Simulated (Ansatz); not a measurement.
# C₂H₇Cl₂InO: small, medium and large basis sets

The task here is to estimate one member of a computed series from the others.

Program: Ansatz 0.2.0, Gaussian basis. Level of theory: one geometry, several basis sets. These are calculated values, not measurements.

Plan: PBE0-D4/def2-SVP; ωB97M-V/def2-SVP; PBE0-D4/def2-QZVPP; ωB97M-V/def2-QZVPP; the functionals' def2-TZVPP values are taken from earlier runs.

## Structure used throughout

All runs share one geometry, relaxed beforehand with PBE0-D4 in a triple-zeta def2 set. In takes the def2 core potential; no spin-orbit term is included.

SMILES `C[OH+][In-]([CH3])([Cl])[Cl]`, 13 atoms, charge 0, spin multiplicity 1.

Atoms are counted from 1 here; the program's logs count them from 0.

Bond lengths: C1–O2 1.431 Å, C1–H7 1.091 Å, C1–H8 1.091 Å, C1–H9 1.088 Å, O2–In3 2.318 Å, O2–H10 0.968 Å, In3–C4 2.127 Å, In3–Cl5 2.372 Å, In3–Cl6 2.349 Å, C4–H11 1.089 Å, C4–H12 1.090 Å, C4–H13 1.089 Å. Angles: O2–C1–H7 111.1°, O2–C1–H8 109.6°, O2–C1–H9 106.9°, H7–C1–H8 110.8°, H7–C1–H9 109.0°, H8–C1–H9 109.3°, C1–O2–In3 123.3°, C1–O2–H10 110.1°, In3–O2–H10 98.4°, O2–In3–C4 108.3°, O2–In3–Cl5 83.2°, O2–In3–Cl6 95.4°, C4–In3–Cl5 122.4°, C4–In3–Cl6 123.6°, Cl5–In3–Cl6 110.4°, In3–C4–H11 109.6°, In3–C4–H12 109.4°, In3–C4–H13 109.1° and more.

Set-up of the first run:

File in.yaml:

```yaml
crystal:
  periodic: [false, false, false]
  atoms:
    - {symbol: C, position_ang: [1.386586, 0.383856, 1.717646]}
    - {symbol: O, position_ang: [1.206086, -0.021199, 0.356799]}
    - {symbol: In, position_ang: [-0.687030, 0.483212, -0.882149]}
    - {symbol: C, position_ang: [-1.721600, -1.330786, -1.286954]}
    - {symbol: Cl, position_ang: [0.892255, 1.410968, -2.389086]}
    - {symbol: Cl, position_ang: [-1.483719, 2.131627, 0.589358]}
    - {symbol: H, position_ang: [1.244002, 1.459624, 1.829441]}
    - {symbol: H, position_ang: [2.379898, 0.087967, 2.058737]}
    - {symbol: H, position_ang: [0.633773, -0.136497, 2.305945]}
    - {symbol: H, position_ang: [1.863180, 0.410193, -0.207965]}
    - {symbol: H, position_ang: [-2.249360, -1.657795, -0.392034]}
    - {symbol: H, position_ang: [-2.439633, -1.165741, -2.089687]}
    - {symbol: H, position_ang: [-1.004036, -2.090130, -1.595251]}
basis:
  gaussian: {orbitals: def2-SVP}
hamiltonian: {xc: pbe0, dispersion: d4}
output: {orbitals: {seedname: orbitals}}
```

Started as:

```console
ansatz run in.yaml --threads 4 --pin off --events-out ev --progress --plain --max-ram 11315MiB
```

Steps of the session up to this table: PBE0-D4 in def2-SVP; ωB97M-V in def2-SVP; PBE0-D4 in def2-QZVPP; ωB97M-V in def2-QZVPP.

One of the session's tables, all rows but one given; the rest of the session is left out.

It belongs to the step «Functionals by basis». 

| functional | basis | HOMO (eV) |
| --- | --- | --- |
| PBE0-D4 | def2-SVP | -7.94 |
| PBE0-D4 | def2-TZVPP | -8.09 |
| PBE0-D4 | def2-QZVPP | -8.11 |
| ωB97M-V | def2-SVP | ? |
| ωB97M-V | def2-TZVPP | -10.25 |
| ωB97M-V | def2-QZVPP | -10.28 |

Estimate the missing values for ωB97M-V, def2-SVP.

As computed: HOMO (eV): -10.07. In the column «HOMO (eV)» it lies between ωB97M-V, def2-TZVPP (-10.25) and PBE0-D4, def2-QZVPP (-8.11).
